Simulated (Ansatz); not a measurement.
# BClGaH₃O: one species, many methods

The task here is to estimate one member of a computed series from the others.

Program: Ansatz 0.2.0, Gaussian basis. Level of theory: functionals in def2-TZVPP, the program's frozen cores in correlated methods. These are calculated values, not measurements.

Levels to be run: LDA (SPW92), PBE-D4, revPBE-D4, BLYP-D4, r2SCAN-D4, B97M-V, PBE0-D4, B3LYP-D4, r2SCANh-D4, r2SCAN0-D4, HSE06-D4, BHLYP-D4, CAM-B3LYP-D4, LC-ωPBE, ωB97X-V, ωB97M-V, B2PLYP, PBE-QIDH; CCSD(T)/def2-SVP; CCSD(T)/def2-TZVPP; MP2/def2-QZVPP; extrapolation to the limit; RPA on PBE.

**The geometry**

An earlier PBE0-D4 in a triple-zeta def2 set relaxation fixed the geometry.

7 atoms, charge 0, spin multiplicity 1.

Atoms are counted from 1 here; the program's logs count them from 0.

Bond lengths: O1–B2 1.344 Å, O1–H5 0.965 Å, B2–Cl3 1.789 Å, B2–Ga4 2.095 Å, Ga4–H6 1.572 Å, Ga4–H7 1.572 Å. Angles: B2–O1–H5 114.1°, O1–B2–Cl3 118.4°, O1–B2–Ga4 123.4°, Cl3–B2–Ga4 118.3°, B2–Ga4–H6 121.3°, B2–Ga4–H7 121.3°, H6–Ga4–H7 117.4°.

Geometry (Å):

```
O    -0.84547   -1.22913    0.92710
B    -0.03185   -0.66493    0.01793
Cl    0.89905   -1.73621   -1.07053
Ga    0.20243    1.40616   -0.19077
H    -0.85086   -2.19428    0.90591
H    -0.69133    2.23247   -1.18612
H     1.31802    2.18590    0.59647
```

Set-up of the first run:

File in.yaml:

```yaml
crystal:
  periodic: [false, false, false]
  atoms:
    - {symbol: O, position_ang: [-0.845465, -1.229130, 0.927102]}
    - {symbol: B, position_ang: [-0.031851, -0.664932, 0.017935]}
    - {symbol: Cl, position_ang: [0.899046, -1.736209, -1.070534]}
    - {symbol: Ga, position_ang: [0.202428, 1.406162, -0.190769]}
    - {symbol: H, position_ang: [-0.850856, -2.194278, 0.905910]}
    - {symbol: H, position_ang: [-0.691332, 2.232475, -1.186119]}
    - {symbol: H, position_ang: [1.318020, 2.185901, 0.596475]}
basis:
  gaussian: {orbitals: def2-TZVPP}
hamiltonian: {xc: lda}
output: {orbitals: {seedname: orbitals}}
```

Among the steps run: LDA; PBE-D4 (GGA); revPBE-D4 (GGA); BLYP-D4 (GGA); r2SCAN-D4 (meta-GGA); B97M-V (meta-GGA); PBE0-D4 (hybrid); B3LYP-D4 (hybrid); r2SCANh-D4 (hybrid); r2SCAN0-D4 (hybrid); HSE06-D4 (hybrid); BHLYP-D4 (hybrid); CAM-B3LYP-D4 (range-separated); LC-ωPBE (range-separated); ωB97X-V (range-separated); ωB97M-V (range-separated); B2PLYP (double hybrid); PBE-QIDH (double hybrid).

One of the session's tables, all rows but one given; the rest of the session is left out.

It belongs to the step «Orbital energies across the functionals». 

| functional | HOMO (eV) | LUMO (eV) | gap (eV) |
| --- | --- | --- | --- |
| LDA (SPW92) | -6.60 | -2.84 | 3.76 |
| PBE-D4 | -6.48 | -2.55 | 3.93 |
| revPBE-D4 | -6.43 | -2.42 | 4.01 |
| BLYP-D4 | -6.36 | -2.50 | 3.86 |
| r2SCAN-D4 | -6.75 | -2.29 | 4.46 |
| B97M-V | -6.83 | -2.51 | 4.32 |
| PBE0-D4 | -7.65 | -1.74 | 5.91 |
| B3LYP-D4 | -7.46 | -2.02 | 5.44 |
| r2SCANh-D4 | -7.18 | -2.01 | 5.17 |
| r2SCAN0-D4 | -7.83 | -1.60 | 6.23 |
| HSE06-D4 | -7.26 | -2.11 | 5.15 |
| BHLYP-D4 | -8.75 | -0.99 | 7.76 |
| CAM-B3LYP-D4 | -8.98 | -0.85 | 8.13 |
| LC-ωPBE | -10.29 | 0.38 | 10.67 |
| ωB97X-V | ? | ? | ? |
| ωB97M-V | -9.76 | -0.03 | 9.73 |

**Question.** Estimate the row for ωB97X-V.

**Answer.** HOMO (eV): -9.96; LUMO (eV): 0.21; gap (eV): 10.16. In the column «HOMO (eV)» it lies between LC-ωPBE (-10.29) and ωB97M-V (-9.76).
